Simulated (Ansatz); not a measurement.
# Ni (hcp type): how the settings move a single-point run

How sensitive is a single-point run of Ni (hcp type) to its settings? A reference run comes first, then one run with altered input.

Method: reference: DFT, PBEsol, PAW with Ansatz's default frozen-core files, scalar-relativistic, in Ansatz 0.2.0.

### 1 The structure to begin with

The structure is hexagonal, space group P6_3/mmc (No. 194). The conventional cell has a = 2.064 Å, b = 2.064 Å, c = 3.392 Å, α = 90.00°, β = 90.00°, γ = 120.00°. Ni (site symmetry -6m2) is surrounded by 12 Ni at 2.06 to 2.07 Å.

Structure file:

```
CELL_PARAMETERS angstrom
2.06405 0.00000 0.00000
-1.03202 1.78752 0.00000
0.00000 0.00000 3.39183
ATOMIC_POSITIONS crystal
Ni 0.33333 0.66667 0.25000
Ni 0.66667 0.33333 0.75000
```

### 2 Reference

input.yaml

```yaml
crystal:
  lattice:
    - [2.0640464588, 0.0, 0.0]
    - [-1.0320232294, 1.7875166679, 0.0]
    - [0.0, 0.0, 3.3918345966]
  atoms:
    - { symbol: Ni, position: [0.3333333333, 0.6666666667, 0.25], spin: 1.0 }
    - { symbol: Ni, position: [0.6666666667, 0.3333333333, 0.75], spin: 1.0 }
magnetization:
  spin_polarized: true
kpoints:
  mp_grid: { grid: [18, 18, 10] }
scf:
  occupations: { method: fermi_dirac, width: 0.1 }
hamiltonian:
  xc: pbesol
  pseudopotentials: { kind: paw }
output:
  forces: true
  stress: true
  eigenvalues: true
  populations: true
  write_density: true
  write_potential: true
  elf: true
  volumetric_format: npy
```

The run is started by

```sh
> ansatz run input.yaml --threads 1 --pin off --max-ram 3072MiB --backend cpu --events-out ev --progress --plain --runs-dir out
```

### 3 Variant: starting moments, preconditioner resta

input.yaml

```yaml
crystal:
  lattice:
    - [2.0640464588, 0.0, 0.0]
    - [-1.0320232294, 1.7875166679, 0.0]
    - [0.0, 0.0, 3.3918345966]
  atoms:
    - { symbol: Ni, position: [0.3333333333, 0.6666666667, 0.25], spin: 1.0 }
    - { symbol: Ni, position: [0.6666666667, 0.3333333333, 0.75], spin: -1.0 }
magnetization:
  spin_polarized: true
kpoints:
  mp_grid: { grid: [18, 18, 10] }
scf:
  occupations: { method: fermi_dirac, width: 0.1 }
  mixing: { preconditioner: resta }
hamiltonian:
  xc: pbesol
  pseudopotentials: { kind: paw }
output:
  forces: true
  stress: true
  eigenvalues: true
  populations: true
```

What does the calculation give? Wanted: for each run, ending; energy change; pressure; abs. moment; force.

The runs gave:

| run | ending | energy change | pressure (GPa) | abs. moment (μB) | force (eV/Å) | cycles | time |
| --- | --- | --- | --- | --- | --- | --- | --- |
| reference | converged | 0 | 389.3 | 0.79 | 0.00 | 11 | 16 s |
| 1: starting moments, preconditioner resta | converged | 0.0 meV/atom | 389.3 | 0.79 | 0.00 | 33 | 85 s |

Times don't compare one to one where runs were asked for different outputs or read a saved state (see the inputs); cycles may leave out searches for a lower state.

Residual by cycle in the longest SCF loop of each run; runs are numbered as in the table. The quantity is the density residual dr2, in eV.

```
cycle  reference    run 1
    1       2.99     3.04
    4      0.152   0.0839
    7     2.2e-4   2.4e-5
   10     2.3e-9   3.7e-7
   13          -   9.3e-6
   16          -   1.1e-6
   18          -   9.4e-4
   21          -    0.164
   24          -   1.6e-4
   27          -  0.00115
   30          -   2.3e-6
   33          -   2.9e-8
```

**Reading.** Changing the spin start and mixing leaves the energy as it was (0.0 meV/atom). The structure is not at rest: the sound run finds 389 GPa, so these are no properties of the relaxed crystal. 

At pressures up to 389 GPa the PAW spheres may overlap and frozen cores may not hold, so those PAW values are rough without an all-electron check.
